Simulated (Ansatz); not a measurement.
**SiNi (rocksalt type): how the settings move a single-point run**

Aim: see which settings change the result for SiNi (rocksalt type), by how much, and at what cost.

Method: reference: DFT, r2SCAN, PAW with Ansatz's default frozen-core files, scalar-relativistic, in Ansatz 0.2.0.

### 1 Starting point

It takes space group Fm-3m (No. 225, cubic). The conventional cell has a = 4.705 Å, b = 4.705 Å, c = 4.705 Å, α = 90.00°, β = 90.00°, γ = 90.00°. Ni (site symmetry m-3m) is surrounded by 6 Si at 2.35 Å. Si (site symmetry m-3m) has 6 Ni at 2.35 Å as nearest neighbours.

Structure file:

```
CELL_PARAMETERS angstrom
0.00000 2.35244 2.35244
2.35244 0.00000 2.35244
2.35244 2.35244 0.00000
ATOMIC_POSITIONS crystal
Ni 0.00000 0.00000 0.00000
Si 0.50000 0.50000 0.50000
```

### 2 The reference run

The input, input.yaml:

```yaml
crystal:
  lattice:
    - [0.0, 2.352444762, 2.352444762]
    - [2.352444762, 0.0, 2.352444762]
    - [2.352444762, 2.352444762, 0.0]
  atoms:
    - { symbol: Ni, position: [0.0, 0.0, 0.0] }
    - { symbol: Si, position: [0.5, 0.5, 0.5] }
kpoints:
  mp_grid: { grid: [16, 16, 16] }
  band_path:
    path:
      - [0.0, 0.0, 0.0]
      - [0.5, 0.0, 0.5]
      - [0.625, 0.25, 0.625]
      - [0.375, 0.375, 0.75]
      - [0.0, 0.0, 0.0]
      - [0.5, 0.5, 0.5]
      - [0.5, 0.25, 0.75]
      - [0.5, 0.0, 0.5]
    npoints: 8
scf:
  occupations: { method: fermi_dirac, width: 0.05 }
hamiltonian:
  xc: r2scan
  pseudopotentials: { kind: paw }
output:
  forces: true
  stress: true
  eigenvalues: true
  populations: true
  dos: { projected: true, de: 0.2, e_range: [-14, 8] }
```

The run is started by

```bash
$ ansatz run input.yaml --threads 1 --pin off --max-ram 2048MiB --backend cpu --events-out ev --progress --plain --runs-dir out
```

### 3 Variant: ecutrho_ratio 9

Edit input.yaml of step 2 so:

```diff
@@ -31,2 +31,3 @@
   populations: true
-  dos: { projected: true, de: 0.2, e_range: [-14, 8] }
+basis:
+  ecutrho_ratio: 9
```

Before running it: what results should come out? Wanted: for each run, ending; energy change; pressure; gap; force.

The runs gave:

```csv
run,ending,energy change,pressure (GPa),gap (eV),force (eV/Å),cycles,time
reference,converged,0,0.0,0.00,0.00,8,11 s
1: ecutrho_ratio 9,converged,0.0 meV/atom,0.0,0.00,0.00,8,12 s
```

Times don't compare one to one where runs were asked for different outputs or read a saved state (see the inputs); cycles may leave out searches for a lower state.

Residual by cycle in the longest SCF loop of each run; runs are numbered as in the table. The quantity is the density residual dr2, in eV.

```csv
cycle,reference,run 1
1,0.111,0.111
2,0.0642,0.0642
3,0.00518,0.00518
4,2.1e-4,2.1e-4
5,3.1e-4,3.1e-4
6,5.8e-6,5.9e-6
7,9.5e-7,9.5e-7
8,4.1e-8,4.2e-8
```

What this shows: Changing the numerical grids leaves the energy as it was (0.0 meV/atom). The reference has no spin polarisation; with Ni present, a magnetic state may lie lower.
